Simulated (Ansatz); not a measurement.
**MoI: relaxation of cell and atoms with LDA**

MoI:

```
Mo I
1.0
     3.62326    0.00000    0.00000
     0.00000    3.62326    0.00000
     0.00000    0.00000    5.04208
Mo I
1 1
Direct
  0.50000 0.50000 0.50000
  0.00000 0.00000 0.50000
```

The cell was built by a generator and needn't be a form met in nature.

```
Program             : Ansatz 0.2.0
Task                : relaxation of cell and atoms
Functional          : LDA
Potentials or basis : Ansatz PAW
Cutoff              : 420 eV (not typed: the program's choice for these potentials)
k mesh              : 7 × 7 × 5
Occupations         : fermi-dirac, width 0.05 eV
Spin                : no spin polarisation
```

The relaxed volume is 22.24 Å³/atom. The relaxed cell is a = 3.801 Å, b = 3.801 Å, c = 3.080 Å, α = 90.00°, β = 90.00°, γ = 90.00°. The space group after relaxing (to 0.05 Å) is P4/mmm (No. 123), the energy gained by relaxing is 762.3 meV/atom and the ionic steps are 13. The pressure after relaxing is 0.0 GPa. The band gap on the k mesh is none (metal or under the smearing width).

The path:
```
step  energy change (eV)  largest force (eV/Å)  volume (Å³)
   1              0.0000                0.0000        66.19
   2             -0.2307                0.0000        70.11
   3             -0.3503                0.0000        66.24
   4             -0.5018                0.0000        61.97
   5             -0.6836                0.0000        58.85
   6             -0.8931                0.0000        55.32
   7             -1.1207                0.0000        51.60
   8             -1.3455                0.0000        48.28
   9             -1.5177                0.0000        45.02
  10             -1.5250                0.0000        44.55
  11             -1.5253                0.0000        44.53
  12             -1.5253                0.0000        44.49
  13             -1.5246                0.0000        44.49
```

Final structure:
```
CELL_PARAMETERS angstrom
3.80060 0.00000 0.00000
0.00000 3.80060 0.00000
0.00000 0.00000 3.07996
ATOMIC_POSITIONS crystal
Mo 0.50000 0.50000 0.50000
I 0.00000 0.00000 0.50000
```

Levels at points of the mesh, in eV from the Fermi level:
| k point | band 13 | band 14 | band 15 | band 16 | band 17 | band 18 | band 19 | band 20 |
| --- | --- | --- | --- | --- | --- | --- | --- | --- |
| (0.00, 0.00, 0.00) | -3.18 | -2.47 | -1.45 | -0.42 | 0.99 | 0.99 | 1.09 | 7.51 |

Run time: 17 s on 2 threads of Arm Neoverse V2, on a shared host, peak memory 0.35 GiB.

Caveat: the volume moved by over 15 % at a fixed basis, so the end points are rough; the plane-wave basis is chosen anew once the cell has moved, so the energies of steps on either side of that aren't comparable; an odd number of electrons without spin polarisation forces a metal; a magnetic or distorted state may lie lower; the PAW data sets come from PBE, with cores solved anew for the run's functional, which leaves a small shift of forces and pressure. Spin-orbit coupling is left out, which matters for the levels of I.
